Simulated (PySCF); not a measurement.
# Br6Ir ([IrBr6]-): the cost of one run

Programs: PySCF 2.14.0, with routines of our own; each step states its level. All values are computed. Atoms count from 0.

## 1. The starting structure

7 atoms, charge -1, states of the metal's open shell are computed; geometry from: model geometry, bond lengths from ionic radii.

## 2. Ligand-field states: state-averaged CASSCF in water

What the job is given:

```
{"job": {"kind": "lf", "basis": {"metal": "x2c-TZVPall", "ligand": "x2c-SVPall"}, "nevpt": true, "solvent": "water"}, "charge": -1, "metal": "Ir", "open_shell": "d4"}
Ir     0.000000     0.000000     0.000000
Br     1.718269    -0.992043     1.402962
Br     0.000000     1.984086     1.402962
Br    -1.718269    -0.992043     1.402962
Br     1.718269     0.992043    -1.402962
Br    -1.718269     0.992043    -1.402962
Br    -0.000000    -1.984086    -1.402962
```

Level: state-averaged CASSCF of the metal d shell, SC-NEVPT2 on the averaged canonical orbitals, state-interaction spin-orbit coupling.

Run with:

```console
$ OMP_NUM_THREADS=1 python lf_run.py task.json out
```

This one command runs all jobs of the session in turn.

**Question.** How long does this first job take on 1 thread of Intel Xeon Platinum 8488C, shared host, and how much memory does it need?

About 2.6 min, with a peak of 1.1 GiB.
